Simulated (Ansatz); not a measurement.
# La2F3: the cost of one run

Program: Ansatz 0.2.0. Level of theory: DFT PBE, scalar-relativistic, plane waves, PAW. These are calculated values, not measurements.

## Step 1: The system as given

It takes space group P6/mmm (No. 191, hexagonal). Conventional cell: a = 5.270 Å, b = 5.270 Å, c = 4.096 Å, α = 90.00°, β = 90.00°, γ = 120.00°. Around La (site symmetry -6m2) lie 2 F at 2.05 Å. F (site symmetry -6m2) is surrounded by 2 La at 2.05 Å. F (site symmetry 6/mmm) is surrounded by 6 F at 3.04 Å.

As a file:

```
CELL_PARAMETERS angstrom
5.27016 0.00000 0.00000
-2.63508 4.56409 0.00000
0.00000 0.00000 4.09617
ATOMIC_POSITIONS crystal
La 0.33333 0.66667 0.00000
La 0.66667 0.33333 0.00000
F 0.33333 0.66667 0.50000
F 0.66667 0.33333 0.50000
F 0.00000 0.00000 0.50000
```

Recipe of the guess: random cell by space group and Wyckoff sites (P6/mmm, No. 191). The dimensions are guesses.

## Step 2: A first look at the guess

Contents of input.yaml:

```yaml
crystal:
  lattice:
    - [5.2701576, 0.0, 0.0]
    - [-2.6350788, 4.56409036, 0.0]
    - [0.0, 0.0, 4.09617168]
  atoms:
    - { symbol: La, position: [0.33333333, 0.66666667, 0.0] }
    - { symbol: La, position: [0.66666667, 0.33333333, 0.0] }
    - { symbol: F, position: [0.33333333, 0.66666667, 0.5] }
    - { symbol: F, position: [0.66666667, 0.33333333, 0.5] }
    - { symbol: F, position: [0.0, 0.0, 0.5] }
basis:
  ecutwfc: 420
kpoints:
  mp_grid: { grid: [6, 6, 4] }
hamiltonian:
  xc: pbe
scf:
  occupations: { method: gaussian, width: 0.1 }
  lower_state_search: "off"
output:
  forces: true
  stress: true
  eigenvalues: true
```

On the command line:

```bash
$ ansatz run input.yaml --threads 1 --pin off --max-ram 2560MiB --backend cpu --events-out ev --progress --plain --runs-dir out
```

**Question.** How long does this run take on 1 thread of Intel Xeon at 2.50GHz (Skylake/Cascade Lake), shared host, and how much memory does it need?

About 8.5 s, with a peak of 0.39 GiB.
